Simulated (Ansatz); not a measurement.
# C2H7BN2Si: the cost of one run

Method: RKS BLYP-D4/def2-SVP, in Ansatz 0.2.0.

## Step 1: Starting point

Bond lengths: C1–B2 1.561 Å, B2–N3 1.492 Å, B2–Si4 1.908 Å, Si4–C5 1.840 Å, C5–N6 1.175 Å, C1–H7 1.064 Å, C1–H8 1.159 Å, C1–H9 1.166 Å, N3–H10 1.079 Å, N3–H11 1.063 Å, Si4–H12 1.452 Å, Si4–H13 1.539 Å. Angles (14 of 19 angles, heavy atoms first): C1–B2–N3 117.5°, C1–B2–Si4 124.0°, N3–B2–Si4 118.5°, B2–Si4–C5 109.2°, Si4–C5–N6 177.0°, B2–C1–H7 112.9°, B2–C1–H8 108.5°, B2–C1–H9 106.7°, B2–N3–H10 108.3°, B2–N3–H11 108.2°, B2–Si4–H12 113.5°, B2–Si4–H13 109.2°, C5–Si4–H12 110.5°, C5–Si4–H13 103.5°.

Coordinates:

```xyz
13

C    -0.2522   -0.6578   -1.6211
B     0.4396   -0.3339   -0.2592
N     1.9256   -0.4483   -0.1984
Si   -0.4995    0.1786    1.3203
C    -1.4751    1.7010    0.9783
N    -2.0529    2.7055    0.7848
H    -0.0634   -1.6500   -1.9551
H     0.1068    0.1127   -2.4095
H    -1.3924   -0.4662   -1.4717
H     2.1805   -1.1502    0.5809
H     2.3155    0.4724    0.1631
H     0.3649    0.3770    2.4705
H    -1.5772   -0.8756    1.6319
```

## Step 2: Preparing the start

Input file input.yaml:

```yaml
crystal:
  periodic: [false, false, false]
  atoms:
    - { symbol: C, position_ang: [-0.2522, -0.6578, -1.6211] }
    - { symbol: B, position_ang: [0.4396, -0.3339, -0.2592] }
    - { symbol: "N", position_ang: [1.9256, -0.4483, -0.1984] }
    - { symbol: Si, position_ang: [-0.4995, 0.1786, 1.3203] }
    - { symbol: C, position_ang: [-1.4751, 1.701, 0.9783] }
    - { symbol: "N", position_ang: [-2.0529, 2.7055, 0.7848] }
    - { symbol: H, position_ang: [-0.0634, -1.65, -1.9551] }
    - { symbol: H, position_ang: [0.1068, 0.1127, -2.4095] }
    - { symbol: H, position_ang: [-1.3924, -0.4662, -1.4717] }
    - { symbol: H, position_ang: [2.1805, -1.1502, 0.5809] }
    - { symbol: H, position_ang: [2.3155, 0.4724, 0.1631] }
    - { symbol: H, position_ang: [0.3649, 0.377, 2.4705] }
    - { symbol: H, position_ang: [-1.5772, -0.8756, 1.6319] }
basis:
  gaussian: { orbitals: def2-SVP }
hamiltonian:
  xc: blyp
  dispersion: d4
relax:
  f_tol: 0.02
  max_steps: 40
scf:
  lower_state_search: "off"
```

On the command line:

```
> ansatz run input.yaml --threads 2 --pin off --max-ram 3072MiB --backend cpu --events-out ev --progress --plain --runs-dir out
```

What time and memory should one allow on 2 threads of Arm Neoverse N1, shared host?

About 65 s, with a peak of 0.15 GiB.
